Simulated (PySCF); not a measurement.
Molecule: Cl2C2BrH, in a box.

```
CELL_PARAMETERS angstrom
12.00000 0.00000 0.00000
0.00000 13.00000 0.00000
0.00000 0.00000 12.00000
ATOMIC_POSITIONS crystal
Cl 0.51639 0.35151 0.60890
C 0.54201 0.47384 0.56863
C 0.49566 0.51632 0.47707
Cl 0.41117 0.45023 0.38418
Br 0.51849 0.65573 0.43949
H 0.58673 0.51998 0.62410
```

The cell isn't the ideal one: atoms moved at random, drawn with an rms of 0.05 Å.

Base run:

| Property | Result |
| --- | --- |
| Program | PySCF 2.14.0 |
| Functional | B3LYP5 |
| Dispersion | D3(OP) |
| Potentials or basis | pob-tzvp-rev2 (all-electron) |
| k mesh | 1 × 1 × 1 |
| Occupations | fixed |
| Spin | no spin polarisation |

Its results: gap between the frontier levels 6.04 eV.

After a change of settings the same cell gave: gap between the frontier levels 4.76 eV. Which change was it?
A. functional from B3LYP5 to wB97X; dispersion from D3(OP) to none
B. functional from B3LYP5 to SCAN; dispersion from D3(OP) to D3
C. functional from B3LYP5 to PBEsol; dispersion from D3(OP) to D3(BJ)

B.

Caveats: this is a molecule in a periodic box at the Γ point, so its band gap is the HOMO-LUMO gap; relativity is left out, which matters for the heavier elements; the basis of atomic orbitals isn't converged, which shifts pressures, moduli and gaps.

Runs at the PBE level aren't shown here.
